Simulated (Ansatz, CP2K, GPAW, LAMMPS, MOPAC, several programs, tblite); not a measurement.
**SiC3 (ordering on diamond) from semi-empirical methods to plane-wave DFT**

SiC3 as one 4-atom ordering (P-4m2) on the diamond lattice, relaxed with r2SCAN in Ansatz, was computed with several methods. The symmetry is P-4m2 (No. 115, tetragonal); a = 2.796 Å, c = 4.090 Å in the conventional setting, 8.00 Å³ an atom. Around C lie 2 C at 1.65 Å and 2 Si at 1.82 Å; around C lie 4 C at 1.65 Å; around Si lie 4 C at 1.82 Å. The calculation is spin-unpolarised, and the structure need not be a phase that has been made.

```
C Si
1.0
     2.79640    0.00000    0.00000
     0.00000    2.79640    0.00000
     0.00000    0.00000    4.09004
C Si
3 1
Direct
  0.50000 0.00000 0.78627
  0.50000 0.50000 0.00000
  0.00000 0.50000 0.21373
  0.00000 0.00000 0.50000
```

Gaps and times are for a single point on this cell; volume and bulk modulus come from each method's own relaxation or energy curve at fixed shape, which is too stiff where a cell has free coordinates or axes. Times are rough, from shared hosts (Arm Neoverse V1), and each method has its own mesh and cell size. A double dagger marks a value from a curve with shape and coordinates held. PM6 (MOPAC), PM7 (MOPAC), GFN1-xTB (tblite), GFN2-xTB (tblite) treat a cluster of cells at its zone centre, which samples few k points: where these miss a band edge, the gap comes out too large for that reason alone. Gaps from k meshes are read at a limited set of points (mesh, symmetry points, PBE's band edges), so each method's own least gap may be somewhat smaller. Force fields have no electrons; where one was fitted to this phase, its volume and modulus reflect the fit. xTB and the PM methods were fitted mostly to molecules, and can miss a solid's gap by electronvolts. Minimal bases can be far off for gaps. GLLB-SC's gap includes the derivative discontinuity. d marks a direct gap, i an indirect one (no mark: not told apart), a dash a value that wasn't computed or didn't pass its checks.

```json
{"method": "SiC_Erhart-Albe.tersoff (LAMMPS)", "kind": "force field", "gap (eV)": "–", "own volume (Å³/atom)": "8.78", "bulk modulus (GPa)": "–", "atoms computed": "4", "processor time": "0.12 s"}
{"method": "SiC.vashishta (LAMMPS)", "kind": "force field", "gap (eV)": "–", "own volume (Å³/atom)": "–", "bulk modulus (GPa)": "–", "atoms computed": "4", "processor time": "0.12 s"}
{"method": "SiCGe.tersoff (LAMMPS)", "kind": "force field", "gap (eV)": "–", "own volume (Å³/atom)": "–", "bulk modulus (GPa)": "–", "atoms computed": "4", "processor time": "0.12 s"}
{"method": "non-self-consistent DFTB (CP2K)", "kind": "tight binding", "gap (eV)": "5.31 d", "own volume (Å³/atom)": "8.14", "bulk modulus (GPa)": "329‡", "atoms computed": "4", "processor time": "0.57 s"}
{"method": "light PBE (260 eV and a coarse mesh)", "kind": "light plane-wave", "gap (eV)": "1.36 i", "own volume (Å³/atom)": "–", "bulk modulus (GPa)": "–", "atoms computed": "4", "processor time": "0.69 s"}
{"method": "GFN1-xTB (tblite)", "kind": "tight binding", "gap (eV)": "2.84", "own volume (Å³/atom)": "8.32‡", "bulk modulus (GPa)": "317‡", "atoms computed": "72", "processor time": "3.1 s"}
{"method": "PBE", "kind": "semilocal", "gap (eV)": "1.38 i", "own volume (Å³/atom)": "8.07", "bulk modulus (GPa)": "283‡", "atoms computed": "4", "processor time": "4.5 s"}
{"method": "PBE/SZV (CP2K)", "kind": "small basis", "gap (eV)": "4.56 i", "own volume (Å³/atom)": "8.34‡", "bulk modulus (GPa)": "293‡", "atoms computed": "4", "processor time": "6.5 s"}
{"method": "PM7 (MOPAC)", "kind": "semi-empirical", "gap (eV)": "8.18", "own volume (Å³/atom)": "8.11‡", "bulk modulus (GPa)": "431‡", "atoms computed": "72", "processor time": "7.5 s"}
{"method": "GFN2-xTB (tblite)", "kind": "tight binding", "gap (eV)": "2.45", "own volume (Å³/atom)": "7.83‡", "bulk modulus (GPa)": "345‡", "atoms computed": "72", "processor time": "9.4 s"}
{"method": "GLLB-SC (GPAW)", "kind": "model potential", "gap (eV)": "2.29", "own volume (Å³/atom)": "–", "bulk modulus (GPa)": "–", "atoms computed": "4", "processor time": "11 s"}
{"method": "PBE/single zeta (GPAW)", "kind": "small basis", "gap (eV)": "3.18 i", "own volume (Å³/atom)": "–", "bulk modulus (GPa)": "–", "atoms computed": "4", "processor time": "11 s"}
{"method": "r2SCAN", "kind": "semilocal", "gap (eV)": "1.65 i", "own volume (Å³/atom)": "8.00", "bulk modulus (GPa)": "296‡", "atoms computed": "4", "processor time": "12 s"}
{"method": "PM6 (MOPAC)", "kind": "semi-empirical", "gap (eV)": "9.03", "own volume (Å³/atom)": "–", "bulk modulus (GPa)": "–", "atoms computed": "72", "processor time": "13 s"}
{"method": "PBE/DZVP (CP2K)", "kind": "small basis", "gap (eV)": "1.47 i", "own volume (Å³/atom)": "8.07‡", "bulk modulus (GPa)": "282‡", "atoms computed": "4", "processor time": "19 s"}
```

Against r2SCAN (1.65 eV) and with closed or daggered gaps left aside, the nearest gap at the points sampled is that of PBE/DZVP (CP2K) (-0.18 eV) and the farthest that of PM6 (MOPAC) (+7.38 eV). r2SCAN is only a yardstick of convenience: semilocal gaps usually lie below measured ones, which GLLB-SC and hybrids aim to mend.

Volumes against r2SCAN's: SiC_Erhart-Albe.tersoff (LAMMPS) +9.8 %, non-self-consistent DFTB (CP2K) +1.8 %, PBE +1.0 %.

Runs without a result: SiC.vashishta (LAMMPS) (relaxation).

Relaxed on its own, the cell leaves this structure with SiCGe.tersoff (LAMMPS), so no volume is listed.
